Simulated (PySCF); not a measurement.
# SbH2Br (SMILES [H][Sb]([H])[Br]): levels of theory compared

Aim: a comparison of 5 runs (M06-2X/STO-6G, PBE0/STO-6G, SVWN5/STO-6G, r2SCAN/STO-6G, MP2/STO-6G) of SbH2Br. Input form: a Python script.

The calculation is run with PySCF 2.14.0.

2 further runs of the same task are left out: 2 set aside as unsound or not needed.

**1. The structure to begin with**

The species is SbH2Br (4 atoms), meant as a singlet with charge 0. SMILES: `[H][Sb]([H])[Br]`. The shape comes from GFN2-xTB, which is rough for such elements, and wasn't checked as a minimum.

Bond lengths: Sb1–Br4 2.495 Å, Sb1–H2 1.706 Å, Sb1–H3 1.706 Å. Angles: H2–Sb1–Br4 89.7°, H3–Sb1–Br4 89.6°, H2–Sb1–H3 87.9°.

**2. The energy at M06-2X/STO-6G (run 1)**

The input, calc.py:

```python
from pyscf import gto, dft

mol = gto.Mole()
mol.atom = [
    ('Sb', (0.084720, 0.157060, 0.860290)),
    ('H', (1.458040, 0.123300, -0.150680)),
    ('H', (-0.572520, 1.342490, -0.175390)),
    ('Br', (-0.970240, -1.622850, -0.534220)),
]
mol.verbose = 4
mol.basis = 'sto-6g'
mol.max_memory = 1860
mol.build()

mf = dft.RKS(mol, xc='m06-2x')
mf.grids.level = 5
mf.conv_tol = 1e-10
mf.kernel()
if not mf.converged:
    mf = mf.newton().run(mf.mo_coeff, mf.mo_occ)

e_final = mf.e_tot
print('E = %.10f Eh' % e_final)
```

Command:

```bash
$ OMP_NUM_THREADS=1 python calc.py
```

The log of the run:

```text
PySCF version 2.14.0

[INPUT] num. atoms = 4
[INPUT] num. electrons = 88
[INPUT] charge = 0
[INPUT] spin (= nelec alpha-beta = 2S) = 0
[INPUT] symmetry False subgroup None
[INPUT] Mole.unit = angstrom
[INPUT] Symbol           X                Y                Z      unit          X                Y                Z       unit  Magmom
[INPUT]  1 Sb     0.084720000000   0.157060000000   0.860290000000 AA    0.160097597273   0.296800385124   1.625712487702 Bohr   0.0
[INPUT]  2 H      1.458040000000   0.123300000000  -0.150680000000 AA    2.755296278661   0.233003231159  -0.284743932449 Bohr   0.0
[INPUT]  3 H     -0.572520000000   1.342490000000  -0.175390000000 AA   -1.081906000836   2.536938424967  -0.331439064987 Bohr   0.0
[INPUT]  4 Br    -0.970240000000  -1.622850000000  -0.534220000000 AA   -1.833487875098  -3.066742041250  -1.009529490265 Bohr   0.0

nuclear repulsion = 422.725779254949
number of shells = 21
number of NR pGTOs = 282
number of NR cGTOs = 47
basis = sto-6g
ecp = {}

******** <class 'pyscf.dft.rks.RKS'> ********
method = RKS
initial guess = minao
damping factor = 0
level_shift factor = 0
DIIS = <class 'pyscf.scf.diis.CDIIS'>
diis_start_cycle = 1
diis_space = 8
diis_damp = 0
SCF conv_tol = 1e-10
SCF conv_tol_grad = None
SCF max_cycles = 50
direct_scf = True
direct_scf_tol = 1e-13
XC library pyscf.dft.libxc version 7.0.0
    S. Lehtola, C. Steigemann, M. J.T. Oliveira, and M. A.L. Marques.,  SoftwareX 7, 1–5 (2018)
XC functionals = m06-2x
    Y. Zhao and D. G. Truhlar.,  Theor. Chem. Acc. 120, 215 (2008)
    Y. Zhao and D. G. Truhlar.,  Theor. Chem. Acc. 120, 215 (2008)
radial grids:
    Treutler-Ahlrichs [JCP 102, 346 (1995); DOI:10.1063/1.469408] (M4) radial grids

becke partition: Becke, JCP 88, 2547 (1988); DOI:10.1063/1.454033
pruning grids: <function nwchem_prune>
grids dens level: 5
symmetrized grids: False
atomic radii adjust function: <function treutler_atomic_radii_adjust>
small_rho_cutoff = 0
Set gradient conv threshold to 1e-05
Initial guess from minao.
tot grids = 138824
init E= -8829.60843824181
  HOMO = -0.623542986224066  LUMO = -0.424139615857107  gap/eV = 5.42604
cycle= 1 E= -8848.30081788567  delta_E= -18.7  |g|= 0.344  |ddm|= 2.38
  HOMO = -0.163107963237693  LUMO = 0.111856327277672  gap/eV = 7.48216
cycle= 2 E= -8848.35997539448  delta_E= -0.0592  |g|= 0.0906  |ddm|=  1.2
  HOMO = -0.211222504626108  LUMO = 0.087758192437789  gap/eV = 8.13568
cycle= 3 E= -8848.36599127013  delta_E= -0.00602  |g|= 0.0099  |ddm|= 0.326
  HOMO = -0.209823773493026  LUMO = 0.0896723277718138  gap/eV = 8.14970
cycle= 4 E= -8848.36605696283  delta_E= -6.57e-05  |g|= 0.000919  |ddm|= 0.0279
  HOMO = -0.209876536741069  LUMO = 0.0895211929590288  gap/eV = 8.14703
cycle= 5 E= -8848.36605772667  delta_E= -7.64e-07  |g|= 0.00035  |ddm|= 0.00453
  HOMO = -0.209860121485113  LUMO = 0.0895504950031094  gap/eV = 8.14738
cycle= 6 E= -8848.36605782216  delta_E= -9.55e-08  |g|= 2.25e-05  |ddm|= 0.00118
  HOMO = -0.209861569044759  LUMO = 0.0895503413919708  gap/eV = 8.14741
cycle= 7 E= -8848.36605782301  delta_E= -8.55e-10  |g|= 3.38e-06  |ddm|= 0.000151
  HOMO = -0.209861637811774  LUMO = 0.0895505295942809  gap/eV = 8.14742
cycle= 8 E= -8848.36605782306  delta_E= -4.55e-11  |g|= 4.43e-07  |ddm|= 2.64e-05
  HOMO = -0.209861658928965  LUMO = 0.0895505222973839  gap/eV = 8.14742
Extra cycle  E= -8848.36605782302  delta_E= 3.82e-11  |g|= 1.4e-07  |ddm|= 2.66e-06
converged SCF energy = -8848.36605782302
E = -8848.3660578230 Eh
```

Run time: 12 s. Hardware: 1 thread of Arm Neoverse V1, shared host; peak memory 0.32 GiB.

**3. A single-point energy at PBE0/STO-6G (run 2)**

The input, start.xyz:

```xyz
4
BrH2Sb
Sb     0.084720     0.157060     0.860290
H      1.458040     0.123300    -0.150680
H     -0.572520     1.342490    -0.175390
Br    -0.970240    -1.622850    -0.534220
```

The input, input.py:

```python
from pyscf import gto, dft

mol = gto.Mole()
mol.atom = 'start.xyz'
mol.charge = 0
mol.verbose = 3
mol.basis = 'sto-6g'
mol.max_memory = 1860
mol.build()

mf = dft.RKS(mol)
mf.xc = 'pbe0'
mf.conv_tol = 1e-10
mf.grids.level = 5
mf.kernel()
if not mf.converged:
    mf = mf.newton().run(mf.mo_coeff, mf.mo_occ)

e_tot = mf.e_tot
print(f'total energy: {e_tot:.8f} hartree')
```

Command:

```bash
$ OMP_NUM_THREADS=1 python input.py
```

The log of the run:

```text
converged SCF energy = -8847.62718322361
total energy: -8847.62718322 hartree
```

Wall time 9.3 s (1 thread of Arm Neoverse V1, shared host); peak memory 0.32 GiB.

Runs 3 to 4 aren't shown in full; the table further down has their settings and results.

**4. The energy at MP2/STO-6G (run 5)**

The input, run.py:

```python
from pyscf import gto, mp

system = gto.M(
    atom='Sb 0.084720 0.157060 0.860290; H 1.458040 0.123300 -0.150680; H -0.572520 1.342490 -0.175390; Br -0.970240 -1.622850 -0.534220',
    basis='sto-6g',
    verbose=3,
    max_memory=1860,
)

hf = system.RHF()
hf.conv_tol = 1e-10
hf.kernel()
if not hf.converged:
    hf = hf.newton().run(hf.mo_coeff, hf.mo_occ)

pt = mp.MP2(hf, frozen=27).run()
e_tot = pt.e_tot
print('E = %.10f Eh' % e_tot)
```

Command:

```bash
$ OMP_NUM_THREADS=1 python run.py
```

The log of the run:

```text
converged SCF energy = -8844.50742216285
E(RMP2) = -8844.54452562205  E_corr = -0.0371034591986144
E(SCS-RMP2) = -8844.5513320424  E_corr = -0.0439098795543416
E = -8844.5445256220 Eh
```

Run time: 4.5 s. Hardware: 1 thread of Arm Neoverse V1, shared host; peak memory 0.13 GiB.

**5. The series**

```tsv
run	level	integration grid	frozen core orbitals	energy (Eh)	dipole moment (D) of the reference	HOMO energy (eV)	LUMO energy (eV)	wall time
1	M06-2X/STO-6G	5	–	-8848.366058	1.81	-5.71	2.44	12 s
2	PBE0/STO-6G	5	–	-8847.627183	1.77	-4.64	1.70	9.3 s
3	SVWN5/STO-6G	5	–	-8838.328278	1.76	-3.38	0.65	7.2 s
4	r2SCAN/STO-6G	5	–	-8848.439352	1.73	-3.69	0.96	12 s
5	MP2/STO-6G	–	27	-8844.544526	2.16	-7.18	5.67	4.5 s
```

**6. Summary of results**

```
                                           quantity           value
                                run 5: total energy  -8844.54453 Eh
        run 5: dipole moment (Hartree–Fock density)          2.16 D
         run 5: HOMO energy (Hartree–Fock orbitals)        -7.18 eV
         run 5: LUMO energy (Hartree–Fock orbitals)         5.67 eV
       run 5: HOMO–LUMO gap (Hartree–Fock orbitals)        12.85 eV
run 5: correlation energy (27 core orbitals frozen)       -37.1 mEh
```

**Reading.** Over runs 1, 2, 3, 4 the dipole moment (its size) runs from 1.73 D (r2SCAN/STO-6G) to 1.81 D (M06-2X/STO-6G). Over runs 1, 2, 3, 4 the HOMO–LUMO gap runs from 4.03 eV (SVWN5/STO-6G) to 8.15 eV (M06-2X/STO-6G). Totals of different functionals can't be ranked against each other. In runs 1, 2, 3, 4, 5 the basis is minimal, so the values are rough. In runs 1, 2, 3, 4, 5 relativity is left out where basis or elements ask for it. All runs together took 46 s, the longest 12 s.
